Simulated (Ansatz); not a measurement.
# In6NCl3 (element-swapped structure): how the settings move a single-point run

Aim: see which settings change the result for In6NCl3 (element-swapped structure), by how much, and at what cost.

Computed with Ansatz 0.2.0 (reference: DFT PBE, plane waves, PAW, scalar-relativistic, no spin polarisation, unless a step's input says otherwise).

## 1. The system as given

The structure is cubic, space group Fm-3m (No. 225). Conventional cell: a = 9.868 Å, b = 9.868 Å, c = 9.868 Å, α = 90.00°, β = 90.00°, γ = 90.00°. Around Cl (site symmetry m-3m) lie 6 In at 3.13 Å. Around Cl (site symmetry -43m) lie 12 In at 3.55 Å. Around N (site symmetry m-3m) lie 6 In at 1.80 Å. Around In (site symmetry 4mm) lie 1 N at 1.80 Å.

As a file:

```cif
data_structure
_symmetry_space_group_name_H-M 'Fm-3m'
_symmetry_Int_Tables_number 225
_cell_length_a 9.8675
_cell_length_b 9.8675
_cell_length_c 9.8675
_cell_angle_alpha 90.000
_cell_angle_beta 90.000
_cell_angle_gamma 90.000
_cell_volume 960.78
loop_
_atom_site_label
_atom_site_type_symbol
_atom_site_symmetry_multiplicity
_atom_site_Wyckoff_symbol
_atom_site_fract_x
_atom_site_fract_y
_atom_site_fract_z
_atom_site_occupancy
Cl1 Cl 4 a 0.00000 0.00000 0.00000 1
Cl2 Cl 8 c 0.25000 0.25000 0.75000 1
N1 N 4 b 0.50000 0.00000 0.00000 1
In1 In 24 e 0.50000 0.81760 0.00000 1
```

## 2. The reference run

Contents of input.yaml:

```yaml
crystal:
  lattice:
    - [0.0, 4.933765, 4.933765]
    - [4.933765, 0.0, 4.933765]
    - [4.933765, 4.933765, 0.0]
  atoms:
    - { symbol: Cl, position: [0.0, 0.0, 0.0] }
    - { symbol: Cl, position: [0.75, 0.75, 0.75] }
    - { symbol: Cl, position: [0.25, 0.25, 0.25] }
    - { symbol: "N", position: [0.5, 0.5, 0.5] }
    - { symbol: In, position: [0.3176, 0.6824, 0.3176] }
    - { symbol: In, position: [0.3176, 0.6824, 0.6824] }
    - { symbol: In, position: [0.6824, 0.3176, 0.6824] }
    - { symbol: In, position: [0.6824, 0.3176, 0.3176] }
    - { symbol: In, position: [0.3176, 0.3176, 0.6824] }
    - { symbol: In, position: [0.6824, 0.6824, 0.3176] }
  symmetry: { tolerance: 0.0003 }
kpoints:
  mp_grid: { grid: [3, 3, 3], shift: [0, 0, 0] }
magnetization:
  spin_polarized: false
scf:
  occupations: { method: fermi_dirac, width: 0.1497 }
hamiltonian:
  pseudopotentials: { kind: paw }
  xc: pbe
basis:
  ecutwfc: 420
output:
  forces: true
  stress: true
  eigenvalues: true
```

The run is started by

```console
ansatz run input.yaml --threads 1 --pin off --max-ram 2560MiB --backend cpu --events-out ev --progress --plain --runs-dir out
```

The log of the run, shortened:

```text
Warning: RAYON_NUM_THREADS=1 ignored (pool sized by the plan → 1); use --threads N
band count auto-derived: 65 (N_el = 104.0; filled up to band 52; 63 by the electrons, moments and atoms)
[...]
Pseudopotentials: kind: paw
Pseudopotential: Cl, paw, valence charge 7, recommended cutoff 420 eV (normal), Cl.paw.azcp
Pseudopotential: N, paw, valence charge 5, recommended cutoff 420 eV (normal), N.paw.azcp
Pseudopotential: In, paw, valence charge 13, recommended cutoff 420 eV (normal), In.paw.azcp
Functional definition: PBE
[...]
Crystal: 10 atoms, lattice volume = 240.196 Å³
Basis set: ecut = 420 eV, 4645 PW (Γ), exchange–correlation on 96×96×96 points (8 copies of the dense FFT grid, shifted against one another)
Bands: 65, of which v1, the nominal top of the filled ones, is band 52 counted from 1 (51 counted from 0)
Symmetry: 48 space group operations
Space group: Fm-3m (ITA 225), of the structure as read, at distance tolerance 1.9e-3 Å
k-points: 4 of 27
[...]
SCF iter   1: F=—  HF=-37186.284056 eV  |F-HF|=—  |Δ(HF+E_count)|=         —  Δρ=2.39e-2  dr2=2.79e0  ethr=1.77e-3  ⟨swp⟩=8.8  Hψ=1255  notcnv=0  defer=1
[...]
SCF iter   9: F=-37185.768363 eV  HF=-37185.768363 eV  |F-HF|=1.75e-8  |Δ(HF+E_count)|=   1.88e-7  Δρ=2.34e-6  dr2=1.63e-8  ethr=9.62e-11  ⟨swp⟩=12.2  Hψ=1173  notcnv=0
[...]
SCF converged after 9 iterations
Free energy (F): -37185.768363 eV
[...]
E sigma→0 (E₀):  -37185.402122 eV
Entropy (-TS):   -0.732483 eV (-73.248 meV/atom)
Fermi energy:    7.402383 eV
[...]
--- Forces (eV/Å), atoms counted from 1 ---
  atom   1  Cl     0.00000000    -0.00000000    -0.00000000
  atom   2  Cl    -0.00000000    -0.00000000    -0.00000000
  atom   3  Cl    -0.00000000     0.00000000    -0.00000000
  atom   4  N      0.00000000    -0.00000000     0.00000000
  atom   5  In     0.00000000   -19.49773284     0.00000000
  atom   6  In    19.49773284     0.00000000    -0.00000000
  atom   7  In    -0.00000000    19.49773284    -0.00000000
  atom   8  In   -19.49773284    -0.00000000     0.00000000
[...]
--- Stress (GPa, compression-positive) ---
       45.627384       0.000000       0.000000
       -0.000000      45.627384      -0.000000
       -0.000000      -0.000000      45.627384
  P = ⅓ Tr σ = 45.6274 GPa (456.274 kbar)
--- Band table (eV) ---
[...]
```

It took 5.6 s on 1 thread of Intel Xeon Platinum 8259CL at 2.50GHz (Skylake/Cascade Lake), shared host; peak memory 0.55 GiB.

## 3. Variant: ecutwfc 400 eV

input.yaml, as its differences from that of step 2:

```diff
@@ -27,3 +27,3 @@
 basis:
-  ecutwfc: 420
+  ecutwfc: "400 eV"
 output:
```

The run is started by

```console
ansatz run input.yaml --threads 1 --pin off --max-ram 2560MiB --backend cpu --events-out ev --progress --plain --runs-dir out
```

The log of the run, shortened:

```text
Warning: basis.ecutwfc = 400 eV is below the records' recommended 420 eV, and the density's cutoff is lower with it unless basis.ecutrho_ratio is high enough to keep the records' density cutoff: compare with a run at a higher cutoff
Warning: RAYON_NUM_THREADS=1 ignored (pool sized by the plan → 1); use --threads N
band count auto-derived: 65 (N_el = 104.0; filled up to band 52; 63 by the electrons, moments and atoms)
[...]
Pseudopotentials: kind: paw
Pseudopotential: Cl, paw, valence charge 7, recommended cutoff 420 eV (normal), Cl.paw.azcp
Pseudopotential: N, paw, valence charge 5, recommended cutoff 420 eV (normal), N.paw.azcp
Pseudopotential: In, paw, valence charge 13, recommended cutoff 420 eV (normal), In.paw.azcp
Functional definition: PBE
[...]
Crystal: 10 atoms, lattice volume = 240.196 Å³
Basis set: ecut = 400 eV, 4285 PW (Γ), exchange–correlation on 96×96×96 points (8 copies of the dense FFT grid, shifted against one another)
[...]
SCF iter   9: F=-37185.750058 eV  HF=-37185.750058 eV  |F-HF|=1.74e-8  |Δ(HF+E_count)|=   1.85e-7  Δρ=2.36e-6  dr2=1.65e-8  ethr=9.62e-11  ⟨swp⟩=12.2  Hψ=1116  notcnv=0
[...]
SCF converged after 9 iterations
Free energy (F): -37185.750058 eV
[...]
E sigma→0 (E₀):  -37185.383783 eV
Entropy (-TS):   -0.732551 eV (-73.255 meV/atom)
Fermi energy:    7.402507 eV
[...]
--- Forces (eV/Å), atoms counted from 1 ---
  atom   1  Cl     0.00000000    -0.00000000     0.00000000
  atom   2  Cl     0.00000000     0.00000000    -0.00000000
  atom   3  Cl     0.00000000    -0.00000000    -0.00000000
  atom   4  N      0.00000000    -0.00000000    -0.00000000
  atom   5  In     0.00000000   -19.50658610     0.00000000
  atom   6  In    19.50658610     0.00000000    -0.00000000
  atom   7  In    -0.00000000    19.50658610     0.00000000
  atom   8  In   -19.50658610    -0.00000000    -0.00000000
[...]
--- Stress (GPa, compression-positive) ---
       45.654713      -0.000000      -0.000000
       -0.000000      45.654713      -0.000000
        0.000000      -0.000000      45.654713
  P = ⅓ Tr σ = 45.6547 GPa (456.547 kbar)
--- Band table (eV) ---
[...]
```

Run time: 5.2 s. Hardware: 1 thread of Intel Xeon Platinum 8259CL at 2.50GHz (Skylake/Cascade Lake), shared host; peak memory 0.54 GiB.

Changing the cutoff moves the energy by +1.8 meV/atom. The lower cutoff gives the higher energy: the smaller basis describes the state less well. The log warns that the cutoff is under what these potentials recommend, so the shift is basis error.

## 4. Changing settings: occupations.method gaussian, occupations.width 0.1, xc_grid 3

input.yaml, as its differences from that of step 2:

```diff
@@ -22,3 +22,3 @@
 scf:
-  occupations: { method: fermi_dirac, width: 0.1497 }
+  occupations: { method: gaussian, width: 0.1 }
 hamiltonian:
@@ -28,2 +28,3 @@
   ecutwfc: 420
+  xc_grid: 3
 output:
```

The run is started by

```console
ansatz run input.yaml --threads 1 --pin off --max-ram 2560MiB --backend cpu --events-out ev --progress --plain --runs-dir out
```

The log of the run, shortened:

```text
Warning: RAYON_NUM_THREADS=1 ignored (pool sized by the plan → 1); use --threads N
[...]
Pseudopotentials: kind: paw
Pseudopotential: Cl, paw, valence charge 7, recommended cutoff 420 eV (normal), Cl.paw.azcp
Pseudopotential: N, paw, valence charge 5, recommended cutoff 420 eV (normal), N.paw.azcp
Pseudopotential: In, paw, valence charge 13, recommended cutoff 420 eV (normal), In.paw.azcp
Functional definition: PBE
[...]
Crystal: 10 atoms, lattice volume = 240.196 Å³
Basis set: ecut = 420 eV, 4645 PW (Γ), exchange–correlation on 144×144×144 points (27 copies of the dense FFT grid, shifted against one another)
Bands: 63, of which v1, the nominal top of the filled ones, is band 52 counted from 1 (51 counted from 0)
Symmetry: 48 space group operations
Space group: Fm-3m (ITA 225), of the structure as read, at distance tolerance 1.9e-3 Å
k-points: 4 of 27
[...]
SCF converged after 9 iterations
Free energy (F): -37185.373650 eV
[...]
E sigma→0 (E₀):  -37185.335946 eV
Entropy (-TS):   -0.075408 eV (-7.541 meV/atom)
Fermi energy:    7.434809 eV
[...]
--- Forces (eV/Å), atoms counted from 1 ---
  atom   1  Cl     0.00000000    -0.00000000     0.00000000
  atom   2  Cl    -0.00000000     0.00000000     0.00000000
  atom   3  Cl    -0.00000000    -0.00000000     0.00000000
  atom   4  N      0.00000000    -0.00000000    -0.00000000
  atom   5  In     0.00000000   -19.63195044     0.00000000
  atom   6  In    19.63195044     0.00000000     0.00000000
  atom   7  In    -0.00000000    19.63195044     0.00000000
  atom   8  In   -19.63195044    -0.00000000     0.00000000
[...]
--- Stress (GPa, compression-positive) ---
       45.657839       0.000000       0.000000
        0.000000      45.657839      -0.000000
        0.000000      -0.000000      45.657839
  P = ⅓ Tr σ = 45.6578 GPa (456.578 kbar)
--- Band table (eV) ---
[...]
```

It took 5.7 s on 1 thread of Intel Xeon Platinum 8259CL at 2.50GHz (Skylake/Cascade Lake), shared host; peak memory 0.63 GiB.

Changing the smearing and numerical grids moves the energy by +6.6 meV/atom (σ→0 values), and the largest force goes from 19.50 to 19.63 eV/Å.

## 5. Changing settings: dr2_threshold 1.0e-06

input.yaml, as its differences from that of step 2:

```diff
@@ -23,2 +23,3 @@
   occupations: { method: fermi_dirac, width: 0.1497 }
+  convergence: { dr2_threshold: 1.0e-06 }
 hamiltonian:
```

The run is started by

```console
ansatz run input.yaml --threads 1 --pin off --max-ram 2560MiB --backend cpu --events-out ev --progress --plain --runs-dir out
```

The log of the run, shortened:

```text
Warning: scf.convergence.dr2_threshold = 1e-6 eV is looser than this run's default, which is 1e-7 eV or tighter. The error in the forces grows as the threshold's square root, so leave the key out unless less accurate forces are enough
Warning: output.stress: scf.convergence.dr2_threshold = 1e-6 eV is looser than the 1e-9 eV advised for a printed stress (1e-10 eV for each atom of the cell: 10). What an SCF threshold leaves in a stress goes as its square root, and in the free energy as the threshold itself, and one [...]
Warning: RAYON_NUM_THREADS=1 ignored (pool sized by the plan → 1); use --threads N
band count auto-derived: 65 (N_el = 104.0; filled up to band 52; 63 by the electrons, moments and atoms)
[...]
Pseudopotentials: kind: paw
Pseudopotential: Cl, paw, valence charge 7, recommended cutoff 420 eV (normal), Cl.paw.azcp
Pseudopotential: N, paw, valence charge 5, recommended cutoff 420 eV (normal), N.paw.azcp
Pseudopotential: In, paw, valence charge 13, recommended cutoff 420 eV (normal), In.paw.azcp
Functional definition: PBE
[...]
Crystal: 10 atoms, lattice volume = 240.196 Å³
[...]
Space group: Fm-3m (ITA 225), of the structure as read, at distance tolerance 1.9e-3 Å
k-points: 4 of 27
[...]
SCF iter   1: F=—  HF=-37186.284056 eV  |F-HF|=—  |Δ(HF+E_count)|=         —  Δρ=2.39e-2  dr2=2.79e0  ethr=1.77e-3  ⟨swp⟩=8.8  Hψ=1255  notcnv=0  defer=1
[...]
SCF iter   8: F=-37185.768363 eV  HF=-37185.768363 eV  |F-HF|=1.50e-7  |Δ(HF+E_count)|=   6.09e-7  Δρ=8.09e-6  dr2=2.21e-7  ethr=9.62e-10  ⟨swp⟩=12.2  Hψ=1118  notcnv=0
[...]
SCF converged after 8 iterations
Free energy (F): -37185.768363 eV
[...]
E sigma→0 (E₀):  -37185.402124 eV
Entropy (-TS):   -0.732479 eV (-73.248 meV/atom)
Fermi energy:    7.402334 eV
[...]
--- Forces (eV/Å), atoms counted from 1 ---
  atom   1  Cl     0.00000000    -0.00000000     0.00000000
  atom   2  Cl     0.00000000    -0.00000000     0.00000000
  atom   3  Cl    -0.00000000    -0.00000000     0.00000000
  atom   4  N      0.00000000    -0.00000000     0.00000000
  atom   5  In     0.00000000   -19.49767199    -0.00000000
  atom   6  In    19.49767199     0.00000000     0.00000000
  atom   7  In    -0.00000000    19.49767199     0.00000000
  atom   8  In   -19.49767199    -0.00000000     0.00000000
[...]
--- Stress (GPa, compression-positive) ---
       45.627184      -0.000000      -0.000000
        0.000000      45.627184       0.000000
        0.000000      -0.000000      45.627184
  P = ⅓ Tr σ = 45.6272 GPa (456.272 kbar)
--- Band table (eV) ---
[...]
```

Wall time 5.3 s (1 thread of Intel Xeon Platinum 8259CL at 2.50GHz (Skylake/Cascade Lake), shared host); peak memory 0.54 GiB.

With the changed convergence setting the energy agrees within 0.5 meV/atom. Cost: 8 SCF cycles against 9.

## 6. A further run, with the input changed

input.yaml, as its differences from that of step 2:

```diff
@@ -22,3 +22,4 @@
 scf:
-  occupations: { method: fermi_dirac, width: 0.1497 }
+  occupations: { method: methfessel_paxton, width: 2.0 }
+  max_iter: 80
 hamiltonian:
```

The run is started by

```console
ansatz run input.yaml --threads 1 --pin off --max-ram 2560MiB --backend cpu --events-out ev --progress --plain --runs-dir out
```

The log of the run, shortened:

```text
Warning: RAYON_NUM_THREADS=1 ignored (pool sized by the plan → 1); use --threads N
band count auto-derived: 89 (N_el = 104.0; filled up to band 52; 63 by the electrons, moments and atoms)
[...]
Pseudopotentials: kind: paw
Pseudopotential: Cl, paw, valence charge 7, recommended cutoff 420 eV (normal), Cl.paw.azcp
Pseudopotential: N, paw, valence charge 5, recommended cutoff 420 eV (normal), N.paw.azcp
Pseudopotential: In, paw, valence charge 13, recommended cutoff 420 eV (normal), In.paw.azcp
Functional definition: PBE
[...]
Crystal: 10 atoms, lattice volume = 240.196 Å³
Basis set: ecut = 420 eV, 4645 PW (Γ), exchange–correlation on 96×96×96 points (8 copies of the dense FFT grid, shifted against one another)
Bands: 89, of which v1, the nominal top of the filled ones, is band 52 counted from 1 (51 counted from 0)
Symmetry: 48 space group operations
[...]
Free energy (F): -37186.752596 eV
[...]
E sigma→0 (E₀):  -37186.440822 eV
Entropy (-TS):   -1.247095 eV (-124.709 meV/atom)
Fermi energy:    7.423753 eV
[...]
--- Forces (eV/Å), atoms counted from 1 ---
  atom   1  Cl     0.00000000    -0.00000000    -0.00000000
  atom   2  Cl     0.00000000    -0.00000000    -0.00000000
  atom   3  Cl     0.00000000    -0.00000000    -0.00000000
  atom   4  N      0.00000000    -0.00000000    -0.00000000
  atom   5  In     0.00000000   -19.14668159    -0.00000000
  atom   6  In    19.14668159     0.00000000     0.00000000
  atom   7  In    -0.00000000    19.14668159    -0.00000000
  atom   8  In   -19.14668159    -0.00000000     0.00000000
[...]
--- Stress (GPa, compression-positive) ---
       44.916054       0.000000      -0.000000
        0.000000      44.916054       0.000000
        0.000000       0.000000      44.916054
  P = ⅓ Tr σ = 44.9161 GPa (449.161 kbar)
--- Band table (eV) ---
[...]
```

Run time: 6.3 s. Hardware: 1 thread of Intel Xeon Platinum 8259CL at 2.50GHz (Skylake/Cascade Lake), shared host; peak memory 0.56 GiB.

## 7. A look at that input

This run ends as converged. Convergence says nothing about whether the input makes sense.

In the input, scf.occupations.method is methfessel_paxton; scf.occupations.width is 2.0. A smearing of this width stands for electrons at many thousands of kelvin; it empties bonding states and fills antibonding ones.

The way back: set scf.occupations.method to fermi_dirac and scf.occupations.width to 0.1497.

Changing the smearing moves the energy by -103.9 meV/atom (σ→0 values), and the pressure goes from 45.6 to 44.9 GPa and the largest force goes from 19.50 to 19.15 eV/Å.

## 8. Comparison

```csv
run,ending,energy change,pressure (GPa),gap (eV),force (eV/Å),cycles,time
reference,converged,0,45.6,0.00,19.50,9,5.6 s
1: ecutwfc 400 eV,converged,+1.8 meV/atom,45.7,0.00,19.51,9,5.2 s
"2: occupations.method gaussian, occupations.width 0.1, xc_grid 3",converged,+6.6 meV/atom (σ→0),45.7,0.00,19.63,9,5.7 s
3: dr2_threshold 1.0e-06,converged,0.0 meV/atom,45.6,0.00,19.50,8,5.3 s
"4: occupations.method methfessel_paxton, occupations.width 2.0",converged,-103.9 meV/atom (σ→0),44.9,0.00,19.15,9,6.3 s
```

Residual by cycle in the longest SCF loop of each run; runs are numbered as in the table. The quantity is the density residual dr2, in eV.

```csv
cycle,reference,run 1,run 2,run 3,run 4
1,2.79,2.78,2.77,2.79,2.22
2,0.901,0.899,0.867,0.901,0.856
3,0.0397,0.0397,0.0432,0.0397,0.0537
4,0.00263,0.0026,0.00278,0.00263,0.00232
5,3.1e-4,3.1e-4,4.3e-4,3.1e-4,3.8e-4
6,2.9e-5,2.9e-5,3.3e-5,2.9e-5,5.2e-5
7,4.3e-6,4.2e-6,3.3e-6,4.0e-6,3.4e-6
8,2.4e-7,2.4e-7,1.8e-7,2.2e-7,2.2e-7
9,1.6e-8,1.6e-8,1.4e-8,-,1.6e-8
```

What this shows: Run 1 ran under the cutoff that the potentials recommend, as the log warns, so basis error is mixed into its values. The structure is not at rest: the sound run finds 46 GPa, so these are no properties of the relaxed crystal. 

The reference is no final answer either: its mesh is coarse for a cell with so small a gap or none; the structure is made up and not relaxed.
